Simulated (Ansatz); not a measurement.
The system is Ge2Sb2Te5.

```
Te Sb Ge
1.0
     4.29406    0.00000    0.00000
    -2.14703    3.71877    0.00000
     0.00000    0.00000   17.10135
Te Sb Ge
5 2 2
Direct
  0.66667 0.33333 0.41989
  0.33333 0.66667 0.58011
  0.33333 0.66667 0.20154
  0.66667 0.33333 0.79846
  0.00000 0.00000 0.00000
  0.00000 0.00000 0.32007
  0.00000 0.00000 0.67993
  0.66667 0.33333 0.10290
  0.33333 0.66667 0.89711
```

The cell comes from a database or a generator and needn't be the stable form of this composition.

| Quantity | Value |
| --- | --- |
| Program | Ansatz 0.2.0 |
| Task | relaxation of cell and atoms |
| Functional | PBEsol |
| Potentials or basis | Ansatz PAW |
| Cutoff | 420 eV (not typed: the program's choice for these potentials) |
| k mesh | 7 × 7 × 2 |
| Occupations | fermi-dirac, width 0.05 eV |
| Spin | no spin polarisation |

At the start: volume 30.34 Å³/atom.

Question: Where does the relaxation end?

Answer: It ends after 5 steps and the volume is 29.00 Å³/atom (-4.4 %); space group P-3m1 (No. 164, to 0.05 Å).

Step by step:
```csv
step,energy change (eV),largest force (eV/Å),volume (Å³)
1,0.0000,0.1316,273.09
2,-0.0497,0.1349,253.18
3,-0.1033,0.0134,261.46
4,-0.1038,0.0020,260.97
5,-0.1016,0.0021,260.97
```

Final structure:
```
CELL_PARAMETERS angstrom
4.22526 0.00000 0.00000
-2.11263 3.65918 0.00000
0.00000 0.00000 16.87897
ATOMIC_POSITIONS crystal
Te 0.66667 0.33333 0.41856
Te 0.33333 0.66667 0.58144
Te 0.33333 0.66667 0.19817
Te 0.66667 0.33333 0.80183
Te 0.00000 0.00000 0.00000
Sb 0.00000 0.00000 0.31679
Sb 0.00000 0.00000 0.68321
Ge 0.66667 0.33333 0.10025
Ge 0.33333 0.66667 0.89975
```

Caveat: the plane-wave basis is chosen anew once the cell has moved, so the energies of steps on either side of that aren't comparable; the PAW data sets come from PBE, with cores solved anew for the run's functional, which leaves a small shift of forces and pressure.
